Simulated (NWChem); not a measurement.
# GaH3O3 (SMILES [OH][Ga]([OH])[OH]) at 5 levels

Wanted: a comparison of 5 runs (HF/STO-3G, HF/3-21G, HF/6-311G**, B3LYP/6-31G*) of GaH3O3. 

The calculation is run with NWChem 7.3.0.

### 1 The system as given

GaH3O3: 7 atoms, total charge 0, spin state singlet. As SMILES, `[OH][Ga]([OH])[OH]`. The shape comes from GFN2-xTB, which is rough for such elements, and wasn't checked as a minimum.

Bond lengths: O1–Ga2 1.738 Å, Ga2–O3 1.738 Å, Ga2–O4 1.739 Å, O1–H5 0.957 Å, O3–H6 0.957 Å, O4–H7 0.957 Å. Angles: O1–Ga2–O3 120.0°, O1–Ga2–O4 119.9°, O3–Ga2–O4 120.1°, Ga2–O1–H5 116.8°, Ga2–O3–H6 116.7°, Ga2–O4–H7 116.4°.

### 2 Energy and forces at HF/STO-3G (run 1)

Input file run.py:

```python
from ase import Atoms
from ase.calculators.nwchem import NWChem

mol = Atoms(['O', 'Ga', 'O', 'O', 'H', 'H', 'H'], positions=[
    [-1.264300, 0.412060, -1.116320],
    [0.001230, -0.000680, 0.001610],
    [-0.397030, -0.530800, 1.608430],
    [1.664420, 0.118330, -0.491460],
    [-2.163400, 0.329510, -0.800310],
    [0.335820, -0.744840, 2.184960],
    [1.823260, 0.416410, -1.386910],
])

calc = NWChem(
    label='nw',
    theory='scf',
    memory='2200 mb',
    basis='STO-3G',
    basispar='spherical bse',
    scf={'nopen': '0', 'rhf': None, 'thresh': '1e-08', 'maxiter': '80'},
)
mol.calc = calc

forces = mol.get_forces()
e = mol.get_potential_energy()
print(f"E = {e:.6f} eV")
print("forces (eV/A):")
for s, f in zip(mol.symbols, forces):
    print(f"{s:2s} {f[0]:10.5f} {f[1]:10.5f} {f[2]:10.5f}")
print("dipole (e A):", mol.get_dipole_moment().round(4))
```

Run with:

```bash
$ export ASE_NWCHEM_COMMAND="nwchem PREFIX.nwi > PREFIX.nwo"
$ python run.py
```

The log of the run:

```text
E = -57802.264553 eV
forces (eV/A):
O     3.85270   -0.51916    1.22143
Ga   -0.01913   -0.00417    0.01599
O    -0.77087    1.29625   -3.78713
O    -3.05874   -0.76670    2.53033
H    -1.32905   -0.22770    0.78172
H     1.36356   -0.27099    0.69307
H    -0.03846    0.49252   -1.45540
dipole (e A): [-0.002  -0.0003  0.0011]
```

The calculator wrote nw.nwi:

```
title "nw"

permanent_dir nw

scratch_dir nw

start nw

geometry units angstrom nocenter noautosym noautoz
  O  -1.2643000000000000e+00 4.1205999999999998e-01 -1.1163200000000000e+00
  Ga 1.2300000000000000e-03 -6.8000000000000005e-04 1.6100000000000001e-03
  O  -3.9702999999999999e-01 -5.3080000000000005e-01 1.6084300000000000e+00
  O  1.6644200000000000e+00 1.1833000000000000e-01 -4.9146000000000001e-01
  H  -2.1634000000000002e+00 3.2951000000000003e-01 -8.0030999999999997e-01
  H  3.3582000000000001e-01 -7.4483999999999995e-01 2.1849599999999998e+00
  H  1.8232600000000001e+00 4.1641000000000000e-01 -1.3869100000000001e+00
end

memory 2200 mb

basis spherical bse noprint
   * library STO-3G
end

scf
  nopen 0
  rhf
  thresh 1e-08
  maxiter 80
end

task scf gradient
```

nw.nwo:

```text
Northwest Computational Chemistry Package (NWChem) 7.3.0
             --------------------------------------------------------

           Job information
           ---------------

    nwchem branch   = 7.3.0
    use scalapack   = T
    input           = nw.nwi
    prefix          = nw.
    data base       = nw/nw.db
    status          = startup
    nproc           =        1

           Memory information
           ------------------

[... 5 lines left out ...]
    hardfail = no
[... 132 lines left out ...]
         Quadratically convergent ROHF
[... 15 lines left out ...]
       Final RHF  results
[... 4 lines left out ...]
      Two-electron energy =   1157.370682421316
[... 45 lines left out ...]
                       ROHF Final Molecular Orbital Analysis
[... 250 lines left out ...]
                 ----------------------------------------
                 |  Time  |  1-e(secs)   |  2-e(secs)   |
                 ----------------------------------------
                 |  CPU   |       0.00   |       0.40   |
                 ----------------------------------------
                 |  WALL  |       0.00   |       0.40   |
                 ----------------------------------------

 Task  times  cpu:        3.0s     wall:        3.0s
 Total times  cpu:        3.1s     wall:        3.1s
```

It took 4.2 s on 1 thread of Intel Xeon Platinum 8488C (Sapphire Rapids), shared host; peak memory 0.098 GiB.

### 3 Energy and forces at HF/3-21G (run 2)

Input file mol.xyz:

```xyz
7
GaH3O3
O     -1.264300     0.412060    -1.116320
Ga     0.001230    -0.000680     0.001610
O     -0.397030    -0.530800     1.608430
O      1.664420     0.118330    -0.491460
H     -2.163400     0.329510    -0.800310
H      0.335820    -0.744840     2.184960
H      1.823260     0.416410    -1.386910
```

Input file run.py:

```python
from ase.io import read
from ase.calculators.nwchem import NWChem

system = read('mol.xyz')

calc = NWChem(
    label='mol',
    theory='scf',
    memory='2200 mb',
    basis='3-21G',
    basispar='spherical bse',
    scf={'nopen': '0', 'rhf': None, 'thresh': '1e-08', 'maxiter': '80'},
)
system.calc = calc

forces = system.get_forces()
e = system.get_potential_energy()
print(f"E = {e:.6f} eV")
print("forces (eV/A):")
for s, f in zip(system.symbols, forces):
    print(f"{s:2s} {f[0]:10.5f} {f[1]:10.5f} {f[2]:10.5f}")
print("dipole (e A):", system.get_dipole_moment().round(4))
```

Run with:

```bash
$ export ASE_NWCHEM_COMMAND="nwchem PREFIX.nwi > PREFIX.nwo"
$ python run.py
```

The log of the run:

```text
E = -58206.800528 eV
forces (eV/A):
O     0.37836   -0.14403    0.39302
Ga   -0.00005    0.00324   -0.00900
O     0.18018    0.16640   -0.50856
O    -0.56014   -0.02144    0.11225
H    -0.52240    0.09091   -0.22533
H     0.04715   -0.18497    0.54466
H     0.47689    0.08989   -0.30704
dipole (e A): [-0.0029 -0.0005  0.0018]
```

The calculator wrote mol.nwi:

```
title "mol"

permanent_dir mol

scratch_dir mol

start mol

geometry units angstrom nocenter noautosym noautoz
  O  -1.2643000000000000e+00 4.1205999999999998e-01 -1.1163200000000000e+00
  Ga 1.2300000000000000e-03 -6.8000000000000005e-04 1.6100000000000001e-03
  O  -3.9702999999999999e-01 -5.3080000000000005e-01 1.6084300000000000e+00
  O  1.6644200000000000e+00 1.1833000000000000e-01 -4.9146000000000001e-01
  H  -2.1634000000000002e+00 3.2951000000000003e-01 -8.0030999999999997e-01
  H  3.3582000000000001e-01 -7.4483999999999995e-01 2.1849599999999998e+00
  H  1.8232600000000001e+00 4.1641000000000000e-01 -1.3869100000000001e+00
end

memory 2200 mb

basis spherical bse noprint
   * library 3-21G
end

scf
  nopen 0
  rhf
  thresh 1e-08
  maxiter 80
end

task scf gradient
```

mol.nwo:

```text
Northwest Computational Chemistry Package (NWChem) 7.3.0
             --------------------------------------------------------

           Job information
           ---------------

    nwchem branch   = 7.3.0
    use scalapack   = T
    input           = mol.nwi
    prefix          = mol.
    data base       = mol/mol.db
    status          = startup
    nproc           =        1

           Memory information
           ------------------

[... 5 lines left out ...]
    hardfail = no
[... 132 lines left out ...]
         Quadratically convergent ROHF
[... 14 lines left out ...]
       Final RHF  results
[... 4 lines left out ...]
      Two-electron energy =   1147.664794502735
[... 48 lines left out ...]
                       ROHF Final Molecular Orbital Analysis
[... 270 lines left out ...]
                 ----------------------------------------
                 |  Time  |  1-e(secs)   |  2-e(secs)   |
                 ----------------------------------------
                 |  CPU   |       0.00   |       0.45   |
                 ----------------------------------------
                 |  WALL  |       0.00   |       0.45   |
                 ----------------------------------------

 Task  times  cpu:        2.5s     wall:        2.5s
 Total times  cpu:        2.5s     wall:        2.5s
```

Run time: 3.6 s. Hardware: 1 thread of Intel Xeon Platinum 8488C (Sapphire Rapids), shared host; peak memory 0.097 GiB.

### 4 Energy and forces at HF/6-311G(d,p) (run 3)

Input file gah3o3.xyz:

```xyz
7

O     -1.264300     0.412060    -1.116320
Ga     0.001230    -0.000680     0.001610
O     -0.397030    -0.530800     1.608430
O      1.664420     0.118330    -0.491460
H     -2.163400     0.329510    -0.800310
H      0.335820    -0.744840     2.184960
H      1.823260     0.416410    -1.386910
```

Input file gah3o3.nw:

```
START gah3o3
memory stack 880 mb heap 220 mb global 1100 mb

GEOMETRY units angstrom noautosym nocenter noautoz
load format xyz gah3o3.xyz
END

BASIS spherical bse
* library 6-311G**
END

SCF
thresh 1e-08
maxiter 80
print medium
END

TASK scf gradient
```

Run with:

```bash
$ nwchem gah3o3.nw > gah3o3.out
```

The log of the run:

```text
[...]
  functions       =   116
[...]
  wavefunction    = RHF
[...]
         Total SCF energy =  -2149.694822124693
      One-electron energy =  -3601.839485162298
      Two-electron energy =   1149.755963429792
 Nuclear repulsion energy =    302.388699607812
        Time for solution =     19.5s
[...]
                         RHF ENERGY GRADIENTS
    atom               coordinates                        gradient
                 x          y          z           x          y          z
   1 O      -2.389181   0.778680  -2.109539    0.029592  -0.001534   0.002218
   2 Ga      0.002324  -0.001285   0.003042   -0.000131  -0.000016   0.000044
   3 O      -0.750278  -1.003067   3.039492   -0.012748   0.008900  -0.025412
   4 O       3.145298   0.223611  -0.928725   -0.016517  -0.007500   0.023556
   5 H      -4.088233   0.622684  -1.512367   -0.016589  -0.002209   0.007816
   6 H       0.634608  -1.407544   4.128976    0.015446  -0.003648   0.009613
   7 H       3.445462   0.786901  -2.620880    0.000947   0.006007  -0.017835
[...]
```

It took 25 s on 1 thread of Intel Xeon Platinum 8488C (Sapphire Rapids), shared host; peak memory 0.1 GiB.

Run 4 isn't shown in full; the table further down has it.

### 5 Energy and forces at B3LYP/6-31G(d) (Cartesian functions) (run 5)

Input file mymol.nw:

```
start mymol
memory stack 880 mb heap 220 mb global 1100 mb

geometry noautosym nocenter noautoz
   O     -1.264300     0.412060    -1.116320
   Ga     0.001230    -0.000680     0.001610
   O     -0.397030    -0.530800     1.608430
   O      1.664420     0.118330    -0.491460
   H     -2.163400     0.329510    -0.800310
   H      0.335820    -0.744840     2.184960
   H      1.823260     0.416410    -1.386910
end

basis
   * library 6-31G*
end

dft
   xc b3lyp
   grid xfine
   convergence energy 1e-08
   iterations 100
   mulliken
end

task dft gradient
```

Run with:

```bash
$ nwchem mymol.nw > mymol.out
```

The log of the run:

```text
[...]
          Wavefunction type:  closed shell.
          No. of atoms     :     7
          No. of electrons :    58
[...]
          Charge           :     0
          Spin multiplicity:     1
[...]
          AO basis - number of functions:    86
[...]
              XC Information
              --------------
                         B3LYP Method XC Potential
                     Hartree-Fock (Exact) Exchange  0.200
                        Slater Exchange Functional  0.800 local
                    Becke 1988 Exchange Functional  0.720 non-local
              Lee-Yang-Parr Correlation Functional  0.810
                  VWN I RPA Correlation Functional  0.190 local
[...]
 d= 0,ls=0.0,diis     1  -2152.0236555765 -2.45D+03  2.05D-02  1.81D+00     2.9
[...]
 d= 0,ls=0.0,diis    10  -2152.1622821360 -4.32D-10  1.13D-07  3.48D-10    23.4
         Total DFT energy =    -2152.162282136021
      One electron energy =    -3599.721997832601
           Coulomb energy =     1247.295626566051
    Exchange-Corr. energy =     -102.124610477282
 Nuclear repulsion energy =      302.388699607812
[...]
      Total Density - Mulliken Population Analysis
     ---------------------------------------------
    Atom       Charge   Shell Charges
 -----------   ------   -------------------------------------------------------
    1 O    8     8.74   1.99  0.90  2.92  0.96  1.94  0.03
    2 Ga  31    30.04   2.00  1.99  6.00  1.95  5.99  0.89  1.04 -0.01  0.15  6.88  2.96  0.20
    3 O    8     8.74   1.99  0.90  2.92  0.96  1.94  0.03
    4 O    8     8.74   1.99  0.90  2.92  0.96  1.94  0.03
    5 H    1     0.58   0.48  0.10
    6 H    1     0.58   0.48  0.10
    7 H    1     0.58   0.47  0.10
[...]
  wavefunction    = closed shell
[...]
```

Wall time 29 s (1 thread of Intel Xeon Platinum 8488C (Sapphire Rapids), shared host); peak memory 0.14 GiB.

### 6 All runs side by side

```
run                               level  iteration cap  module   energy (Eh)  dipole moment (D)  HOMO energy (eV)  LUMO energy (eV)  wall time
  1                           HF/STO-3G             80     scf  -2124.194060               0.01             -7.94              7.20      4.2 s
  2                            HF/3-21G             80     scf  -2139.060483               0.02            -12.67              2.90      3.6 s
  3                         HF/6-311G**             80     scf  -2149.694822               0.01            -13.30              2.49       25 s
  4  B3LYP/6-31G* (spherical functions)            100     dft  -2152.150774               0.01             -8.31             -0.99       28 s
  5  B3LYP/6-31G* (Cartesian functions)            100     dft  -2152.162282               0.01             -8.29             -0.99       29 s
```

### 7 Summary of results

```
                       quantity           value
            run 5: total energy  -2152.16228 Eh
           run 5: dipole moment          0.01 D
             run 5: HOMO energy        -8.29 eV
             run 5: LUMO energy        -0.99 eV
           run 5: HOMO–LUMO gap         7.29 eV
run 5: largest force on an atom      1.396 eV/Å
```

The HOMO–LUMO gap runs from 7.29 eV (B3LYP/6-31G*) to 15.79 eV (HF/6-311G**). The two ends differ in method and basis. In run 1 the basis is minimal, so the values are rough. All runs together took 90 s, the longest 29 s.
